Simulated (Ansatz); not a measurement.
# Mg: the cost of one run

Method: DFT PBE, scalar-relativistic, plane waves, PAW, in Ansatz 0.2.0.

2 further runs of the same task are left out: 1 that didn't finish, 1 set aside as unsound or not needed. Runs told in other sessions of the task aren't counted.

### 1 The structure to begin with

It takes space group P6/mmm (No. 191, hexagonal). Conventional cell: a = 5.216 Å, b = 5.216 Å, c = 14.000 Å, α = 90.00°, β = 90.00°, γ = 120.00°. Mg (site symmetry mmm) has 4 Mg at 2.61 Å in its first shell of neighbours.

Structure file:

```cif
data_structure
_symmetry_space_group_name_H-M 'P6/mmm'
_symmetry_Int_Tables_number 191
_cell_length_a 5.2160
_cell_length_b 5.2160
_cell_length_c 14.0000
_cell_angle_alpha 90.000
_cell_angle_beta 90.000
_cell_angle_gamma 120.000
_cell_volume 329.86
loop_
_atom_site_label
_atom_site_type_symbol
_atom_site_symmetry_multiplicity
_atom_site_Wyckoff_symbol
_atom_site_fract_x
_atom_site_fract_y
_atom_site_fract_z
_atom_site_occupancy
Mg1 Mg 3 g 0.50000 0.00000 0.50000 1
```

Recipe of the guess: random sheet by layer group and Wyckoff sites. The dimensions are guesses.

Only a and b are periodic; c spans vacuum, so the box's volume, pressure and space group aren't properties of the sheet.

### 2 The guess as it stands, on a coarse mesh

File input.yaml:

```yaml
crystal:
  lattice:
    - [5.215954, 0.0, 0.0]
    - [-2.607977, 4.517148, 0.0]
    - [0.0, 0.0, 14.0]
  atoms:
    - { symbol: Mg, position: [0.5, 0.0, 0.5] }
    - { symbol: Mg, position: [0.0, 0.5, 0.5] }
    - { symbol: Mg, position: [0.5, 0.5, 0.5] }
  periodic: [true, true, false]
basis:
  ecutwfc: 420
kpoints:
  mp_grid: { grid: [6, 6, 1] }
hamiltonian:
  xc: pbe
scf:
  occupations: { method: gaussian, width: 0.1 }
  lower_state_search: "off"
output:
  forces: true
  stress: true
  eigenvalues: true
```

Started as:

```sh
$ ansatz run input.yaml --threads 1 --pin off --max-ram 2560MiB --backend cpu --events-out ev --progress --plain --runs-dir out
```

What time and memory should one allow on 1 thread of Intel Xeon at 2.50GHz (Skylake/Cascade Lake), shared host?

About 10 s, with a peak of 0.55 GiB.
